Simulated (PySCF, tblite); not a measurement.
**C7H11 radical: geometry, infrared bands and EPR parameters**

Aim: predict the infrared bands and EPR parameters of C7H11 radical (`[CH]=C=C(C)CCC`).

Computed with tblite 0.8.0 and PySCF 2.14.0, with density-fitted response routines of our own, on a single molecule in the gas phase. Atoms count from 0, in the outputs and in this text.

## Step 1: Starting geometry

18 atoms, charge 0, multiplicity 2; geometry from: force field or distance geometry start.

Bonds of the start (Å): C0–C1 1.30, C1–C2 1.33, C2–C3 1.46, C2–C4 1.45, C4–C5 1.51, C5–C6 1.53, C0–H7 1.11, C3–H8 1.14, C3–H9 1.10, C3–H10 1.13, C4–H11 1.12, C4–H12 1.10, C5–H13 1.12, C5–H14 1.11, C6–H15 1.09, C6–H16 1.10, C6–H17 1.11.

## Step 2: Optimising the geometry with GFN2-xTB

The job: settings as JSON, then the geometry in Å.

```
{"job": {"kind": "relax", "xc": "GFN2-xTB", "basis": "xTB"}, "charge": 0, "multiplicity": 2}
C     -1.370400     2.623000    -1.007300
C     -1.175600     1.373700    -0.694200
C     -0.937400     0.109200    -0.341000
C     -1.818000    -0.442600     0.677600
C      0.150400    -0.564800    -1.029800
C      1.224400    -1.036000    -0.083900
C      1.830800     0.144800     0.679800
H     -0.783800     3.326300    -0.373800
H     -1.208900    -0.892600     1.526100
H     -2.583400     0.252600     1.052800
H     -2.350500    -1.316500     0.203500
H     -0.291800    -1.502600    -1.462500
H      0.541400     0.027200    -1.868600
H      2.053800    -1.552300    -0.621900
H      0.787100    -1.729400     0.657100
H      2.874900     0.243400     0.389400
H      1.240100     1.065400     0.531900
H      1.808200    -0.122500     1.753100
```

Started as:

```
OMP_NUM_THREADS=1 python probes_run.py task.json out
```

One launch serves the whole session: the jobs run in the order shown.

**Question.** This job is followed by: GFN2-xTB harmonic vibrations, gas phase; UKS B3LYP, pcH-1 on C H, non-relativistic, mean-field spin-orbit, GIAO. Predict these results of the whole session: strongest single infrared mode (GFN2-xTB); zero-point energy (GFN2-xTB); g(iso) (B3LYP); ⟨S²⟩; largest a(iso) (averaged by class); surface potential, 1st and 99th percentile.

As calculated:

| quantity | value |
| --- | --- |
| strongest single infrared mode (GFN2-xTB) | 2988 cm⁻¹, 80 km/mol |
| zero-point energy (GFN2-xTB) | 96.2 kcal/mol |
| g(iso) (B3LYP) | 2.00272 |
| ⟨S²⟩ | 0.767 (exact 0.75) |
| largest a(iso) (averaged by class) | 13C on C2, 68.4 MHz |
| surface potential, 1st and 99th percentile | -0.84 V and 1.17 V |

What this shows: Relaxing lowered the energy by 1.318 eV in 108 steps; the close pair that moved most is C0–C1, from 1.303 to 1.217 Å. No mode is imaginary among the 48: a minimum at this level. The strongest single mode, at 2988 cm⁻¹, moves mainly H14 and H12. GFN2-xTB is a fitted tight-binding method: band positions and strengths are rough. Its intensities can rank the bands wrongly. The largest spin populations lie on C2 (0.73 e), C0 (0.53 e). The isotropic g lies 0.4 ppt above the free-electron value.
